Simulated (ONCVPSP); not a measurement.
# Sn: an ONCV potential and its near relatives, part 2 of 2

Aim: generate and test one potential in full, then change a few of its settings and see what happens to hardness, ghosts and transferability.

ONCVPSP 4.0.1; first potential LDA (Perdew-Zunger), scalar-relativistic. Step numbers count through all parts.

## (6) Now with reference 4s2 4p6 4d10 5s2 5p2; s: qcut 8.1 → 8.2 1/bohr; p: qcut 8.6 → 8.7 1/bohr; d …

In full, the change is: reference 4s2 4p6 4d10 5s2 5p2; s: qcut 8.1 → 8.2 1/bohr; p: qcut 8.6 → 8.7 1/bohr; d: qcut 9.4 → 9.5 1/bohr.

Input file Sn.dat:

```
# ATOM AND REFERENCE CONFIGURATION
# atsym  z   nc   nv     iexc    psfile
  Sn 50.00    6    5        3      upf
#
#   n    l    f
    1    0    2.00
    2    0    2.00
    2    1    6.00
    3    0    2.00
    3    1    6.00
    3    2   10.00
    4    0    2.00
    4    1    6.00
    4    2   10.00
    5    0    2.00
    5    1    2.00
#
# PSEUDOPOTENTIAL AND OPTIMIZATION
# lmax
    2
#
#   l,   rc,      ep,       ncon, nbas, qcut
    0    1.30    0.00    3    6    8.20
    1    1.65    0.00    4    9    8.70
    2    1.55    0.00    4    9    9.50
#
# LOCAL POTENTIAL
# lloc, lpopt,  rc(5),   dvloc0
    4    5    1.10    2.00
#
# VANDERBILT-KLEINMAN-BYLANDER PROJECTORs
# l, nproj, debl
    0    2    0.90
    1    2    3.60
    2    2    2.20
#
# MODEL CORE CHARGE
# icmod, fcfact, rcfact
    3    4.25    1.50
#
# LOG DERIVATIVE ANALYSIS
# epsh1, epsh2, depsh
   -6.00    5.00    0.04
#
# OUTPUT GRID
# rlmax, drl
    6.00    0.01
#
# TEST CONFIGURATIONS
# ncnf
    4
# nvcnf
#   n    l    f
    5
    4    0    2.00
    4    1    6.00
    4    2   10.00
    5    0    2.00
    5    1    1.00
#
    5
    4    0    2.00
    4    1    6.00
    4    2   10.00
    5    0    2.00
    5    1    0.00
#
    5
    4    0    2.00
    4    1    6.00
    4    2   10.00
    5    0    1.00
    5    1    0.00
#
    5
    4    0    2.00
    4    1    6.00
    4    2   10.00
    5    0    0.00
    5    1    4.00
#
```

On the command line:

```console
$ oncvpsp.x < Sn.dat > Sn.out
```

Output in Sn.out (without the consistency checks and plot data):

```text
ONCVPSP  (Optimized Norm-Conservinng Vanderbilt PSeudopotential)
scalar-relativistic version 4.0.1

#   n    l    f        energy (Ha)
    1    0    2.00    -1.0650015E+03
    2    0    2.00    -1.6081089E+02
    2    1    6.00    -1.4444841E+02
    3    0    2.00    -3.1012655E+01
    3    1    6.00    -2.5665253E+01
    3    2   10.00    -1.7408000E+01
    4    0    2.00    -4.9116005E+00
    4    1    6.00    -3.2911284E+00
    4    2   10.00    -9.5169812E-01
    5    0    2.00    -3.9742356E-01
    5    1    2.00    -1.4234293E-01

Reference configufation results
  iterations    21
  all-electron total energy (Ha)   -6.17186619D+03

Begin loop to  construct optimized pseudo wave functions
and semi-local pseudopoentials for all angular momenta

Calculating optimized projector #   1

 for l=   0

    Fraction of norm inside rc  0.944886
    Optimizing pswf for qcut=   8.19 a_B^-1,  ecut=  33.53 Ha
    Residual kinetic energy error=  5.38D-05 Ha

    Energy error per electron        Cutoff
         Ha          eV             Ha
         0.01000     0.27211       20.45
         0.00100     0.02721       26.78
         0.00010     0.00272       31.69
         0.00001     0.00027       71.78

Calculating optimized projector #   2

 for l=   0

    Fraction of norm inside rc  0.066399
    Optimizing pswf for qcut=   8.19 a_B^-1,  ecut=  33.53 Ha
    Residual kinetic energy error=  5.85D-05 Ha

    Energy error per electron        Cutoff
         Ha          eV             Ha
         0.01000     0.27211       17.50
         0.00100     0.02721       26.25
         0.00010     0.00272       32.27
         0.00001     0.00027       67.63

Calculating optimized projector #   1

 for l=   1

    Fraction of norm inside rc  0.978657
    Optimizing pswf for qcut=   8.70 a_B^-1,  ecut=  37.81 Ha
    Residual kinetic energy error=  1.33D-07 Ha

    Energy error per electron        Cutoff
         Ha          eV             Ha
         0.01000     0.27211       19.71
         0.00100     0.02721       24.83
         0.00010     0.00272       28.89
         0.00001     0.00027       32.53

Calculating optimized projector #   2

 for l=   1

    Fraction of norm inside rc  0.066522
    Optimizing pswf for qcut=   8.70 a_B^-1,  ecut=  37.81 Ha
    Residual kinetic energy error=  3.83D-08 Ha

    Energy error per electron        Cutoff
         Ha          eV             Ha
         0.01000     0.27211       14.32
         0.00100     0.02721       19.93
         0.00010     0.00272       24.78
         0.00001     0.00027       28.55

   Wellstate for l =  2  n =  6
     eigenvalue =   1.2483
     asymptotic potential =   1.7483
     half-point radius =  4.5331

Calculating optimized projector #   1

 for l=   2

    Fraction of norm inside rc  0.847792
    Optimizing pswf for qcut=   9.50 a_B^-1,  ecut=  45.15 Ha
    Residual kinetic energy error=  5.25D-06 Ha

    Energy error per electron        Cutoff
         Ha          eV             Ha
         0.01000     0.27211       28.87
         0.00100     0.02721       35.05
         0.00010     0.00272       39.75
         0.00001     0.00027       44.00

Calculating optimized projector #   2

 for l=   2

    Fraction of norm inside rc  0.055745
    Optimizing pswf for qcut=   9.50 a_B^-1,  ecut=  45.15 Ha
    Residual kinetic energy error=  3.75D-06 Ha

    Energy error per electron        Cutoff
         Ha          eV             Ha
         0.01000     0.27211       24.98
         0.00100     0.02721       32.67
         0.00010     0.00272       38.40
         0.00001     0.00027       43.26

Construct Vanderbilt / Kleinmman-Bylander projectors

B matrix Hermiticity error, ll=   0
   1   2    8.4145E-04

  Orthonormal projector coefficients  1.2549E+01  1.8649E+00

B matrix Hermiticity error, ll=   1
   1   2    3.7140E-04

  Orthonormal projector coefficients  4.8840E+00  4.2677E-01

B matrix Hermiticity error, ll=   2
   1   2   -2.5261E-04

  Orthonormal projector coefficients -1.4435E+00 -5.0884E-01

Model core correction analysis
  based on d2Exc/dn_idn_j

d2excae - all-electron derivatives

   -3.255777D-02   -3.005186D-02   -2.283724D-02   -2.687412D-03
   -1.307981D-03
   -3.005193D-02   -2.860479D-02   -2.299430D-02   -3.279067D-03
   -1.491599D-03
   -2.283750D-02   -2.299459D-02   -2.152923D-02   -6.766956D-03
   -3.224567D-03
   -2.687415D-03   -3.279022D-03   -6.766202D-03   -2.297702D-02
   -1.878659D-02
   -1.307995D-03   -1.491600D-03   -3.224312D-03   -1.878556D-02
   -2.157049D-02

d2excps - pseudofunction derivatives with no core correction

   -4.403974D-02   -3.658752D-02   -2.469192D-02   -4.030560D-03
   -1.800999D-03
   -3.658810D-02   -3.386275D-02   -2.560434D-02   -3.969328D-03
   -1.840186D-03
   -2.469231D-02   -2.560468D-02   -2.394972D-02   -6.877304D-03
   -3.332119D-03
   -4.030807D-03   -3.969311D-03   -6.876548D-03   -2.312095D-02
   -1.883484D-02
   -1.801071D-03   -1.840201D-03   -3.331866D-03   -1.883381D-02
   -2.159237D-02

rms 2nd derivative error    3.326537E-03

rmatch, rhocmatch    0.5414   42.1551

Teter function model core charge with specified parameters

d2excps - pseudofunction derivatives with core correction

   -2.960361D-02   -2.755944D-02   -2.088292D-02   -2.645527D-03
   -1.265096D-03
   -2.755944D-02   -2.719417D-02   -2.240922D-02   -3.175205D-03
   -1.467015D-03
   -2.088305D-02   -2.240945D-02   -2.215808D-02   -6.587549D-03
   -3.171174D-03
   -2.645516D-03   -3.175152D-03   -6.586794D-03   -2.297967D-02
   -1.878435D-02
   -1.265102D-03   -1.467011D-03   -3.170919D-03   -1.878332D-02
   -2.157008D-02

rms 2nd derivative error    1.130682E-03

Pseudoatom total energy -215.123929

Diagnostic tests using Vanderbilt-Kleinman-Bylander pseudopotentials
  1 or more projectors used as specified by nproj input data

   l    rcore       rmatch      e in        delta e   norm test  slope test

   0   1.3044398   1.3440454  -4.9116005   0.0000423   1.0002790   1.0002705
   0   1.3044398   1.3440454  -0.3974236   0.0000173   1.0000834   1.0000551

   1   1.6570792   1.7073917  -3.2911284   0.0000105   1.0002131   1.0002007
   1   1.6570792   1.7073917  -0.1423429   0.0000054   1.0000452   1.0000294

   2   1.5515489   1.5986573  -0.9516981  -0.0000122   1.0001671   1.0001797
   2   1.5515489   1.5986573   1.2483019   0.0000189   1.0003210   1.0003210

 Testing for bound ghosts
   n   l    E NL Schr. Eq   E Basis Diag.   E Cutoff

   1   0       -4.911558       -4.911571     75.65
   2   0       -0.397406       -0.319171     75.65

   2   1       -3.291118       -3.291117    144.96
   3   1       -0.142338       -0.083618    144.96

   3   2       -0.951710       -0.951574    184.50

 Testing for highly-localized positive-energy ghosts
       l    <radius>/rc     E Basis Diag.   E Cutoff

Test configuration 0

   n   l     f        eae           eps        diff
   1   0  2.0000-1065.00154682
   2   0  2.0000 -160.81088965
   2   1  6.0000 -144.44841026
   3   0  2.0000  -31.01265476
   3   1  6.0000  -25.66525251
   3   2 10.0000  -17.40800043
   4   0  2.0000   -4.91160050   -4.91155816    4.23D-05
   4   1  6.0000   -3.29112840   -3.29111786    1.05D-05
   4   2 10.0000   -0.95169812   -0.95171031   -1.22D-05
   5   0  2.0000   -0.39742356   -0.39740628    1.73D-05
   5   1  2.0000   -0.14234293   -0.14233757    5.36D-06

    Total energies and differences
      AE_ref= -6.17186619D+03  AE_tst= -6.17186619D+03  dif=  0.00D+00
      PS_ref= -2.15123929D+02  PS_tst= -2.15123929D+02  dif=  1.99D-12
      PSP excitation error= -1.99D-12

Test configuration 1

   n   l     f        eae           eps        diff
   1   0  2.0000-1065.30012263
   2   0  2.0000 -161.10787197
   2   1  6.0000 -144.74559262
   3   0  2.0000  -31.30932327
   3   1  6.0000  -25.96193751
   3   2 10.0000  -17.70462335
   4   0  2.0000   -5.20780284   -5.20795090   -1.48D-04
   4   1  6.0000   -3.58728267   -3.58738251   -9.98D-05
   4   2 10.0000   -1.24677023   -1.24680452   -3.43D-05
   5   0  2.0000   -0.66743984   -0.66742543    1.44D-05
   5   1  1.0000   -0.38680311   -0.38679684    6.27D-06

    Total energies and differences
      AE_ref= -6.17186619D+03  AE_tst= -6.17160534D+03  dif=  2.61D-01
      PS_ref= -2.15123929D+02  PS_tst= -2.14863020D+02  dif=  2.61D-01
      PSP excitation error= -5.53D-05

Test configuration 2

   n   l     f        eae           eps        diff
   1   0  2.0000-1065.65591334
   2   0  2.0000 -161.46037615
   2   1  6.0000 -145.09848910
   3   0  2.0000  -31.66106627
   3   1  6.0000  -26.31371056
   3   2 10.0000  -18.05628971
   4   0  2.0000   -5.55807645   -5.55873454   -6.58D-04
   4   1  6.0000   -3.93732744   -3.93770448   -3.77D-04
   4   2 10.0000   -1.59437832   -1.59445037   -7.20D-05
   5   0  2.0000   -0.97511442   -0.97512976   -1.53D-05

    Total energies and differences
      AE_ref= -6.17186619D+03  AE_tst= -6.17108114D+03  dif=  7.85D-01
      PS_ref= -2.15123929D+02  PS_tst= -2.14338696D+02  dif=  7.85D-01
      PSP excitation error= -1.83D-04

Test configuration 3

   n   l     f        eae           eps        diff
   1   0  2.0000-1066.10971103
   2   0  2.0000 -161.90815384
   2   1  6.0000 -145.54666054
   3   0  2.0000  -32.10845159
   3   1  6.0000  -26.76108694
   3   2 10.0000  -18.50341480
   4   0  2.0000   -6.00234560   -6.00506172   -2.72D-03
   4   1  6.0000   -4.38072831   -4.38205454   -1.33D-03
   4   2 10.0000   -2.03127092   -2.03139966   -1.29D-04
   5   0  1.0000   -1.33982715   -1.34007669   -2.50D-04

    Total energies and differences
      AE_ref= -6.17186619D+03  AE_tst= -6.16992535D+03  dif=  1.94D+00
      PS_ref= -2.15123929D+02  PS_tst= -2.13182573D+02  dif=  1.94D+00
      PSP excitation error= -5.13D-04

Test configuration 4

   n   l     f        eae           eps        diff
   1   0  2.0000-1065.11102479
   2   0  2.0000 -160.91833014
   2   1  6.0000 -144.55559694
   3   0  2.0000  -31.12162204
   3   1  6.0000  -25.77414030
   3   2 10.0000  -17.51667095
   4   0  2.0000   -5.02037572   -5.02214293   -1.77D-03
   4   1  6.0000   -3.39939653   -3.40006953   -6.73D-04
   4   2 10.0000   -1.05559212   -1.05552527    6.68D-05
   5   1  4.0000   -0.18511408   -0.18511963   -5.55D-06

    Total energies and differences
      AE_ref= -6.17186619D+03  AE_tst= -6.17133698D+03  dif=  5.29D-01
      PS_ref= -2.15123929D+02  PS_tst= -2.14594597D+02  dif=  5.29D-01
      PSP excitation error= -1.28D-04
```

Wall time 3.9 s (1 thread, shared host).

Energies count from the reference configuration 4s2 4p6 4d10 5s2 5p2; the error is all-electron less pseudo.

| valence configuration | charge | ΔE all-electron (eV) | error AE − PS (meV) |
| --- | --- | --- | --- |
| 4s2 4p6 4d10 5s2 5p1 | +1 | 7.098 | -1.5 |
| 4s2 4p6 4d10 5s2 5p0 | +2 | 21.362 | -5.0 |
| 4s2 4p6 4d10 5s1 5p0 | +3 | 52.813 | -14 |
| 4s2 4p6 4d10 5s0 5p4 | 0 | 14.400 | -3.5 |

Against the first potential, the loose cutoff stays at 35 Ha, the largest error in the tests that it solved is -14 meV (4s2 4p6 4d10 5s1 5p0) and there is no bound ghost.

## (7) All runs side by side

The summary covers parts 1 to 2.

Cutoffs, loose and tight: the cutoffs (Ha) at which the residual kinetic energy of the hardest occupied pseudo-wave falls to 1 and 0.1 mHa per electron; empty and scattering waves don't count. The number of plane waves in a given cell goes as the cutoff to the power 3/2; it is given for the loose cutoff, relative to the first potential. Test errors are all-electron less pseudo; runs with another core, reference, functional or relativity have tests of their own. The phase difference is the largest within 0.5 Ha of zero, over the channels with partial waves.

| change | outcome | cutoff, loose | cutoff, tight | plane waves, relative | bound ghosts | largest test error (meV) | phase difference near zero (rad) |
| --- | --- | --- | --- | --- | --- | --- | --- |
| first potential | generated | 35 Ha | 39 Ha | 1.00 | none | -31 | 0.000 |
| reference 4s2 4p6 4d10 5s2 5p2; s: qcut 8.1 → 8.2 1/bohr; p: qcut 8.6 → 8.7 1/bohr; d: qcut 9.4 → 9.5 1/bohr | generated | 35 Ha | 40 Ha | 1.02 | none | -14 | 0.000 |

In words: 2 of the potentials share the lowest cutoff, 35 Ha.

The first potential by itself. By total energies transferability is fair: the largest error is 31 meV on 90.9 eV, for 4s2 4p6 4d10 5s0 5p0. That test lies far up in energy; among those under 40 eV, nearer to bonding, the largest error is 4.8 meV. By its cutoff, 35 Ha for the looser tolerance, it is of middling hardness. At the looser tolerance the 4d wave is the slowest; 4s needs 26 Ha. The program's ghost test flags no bound state.
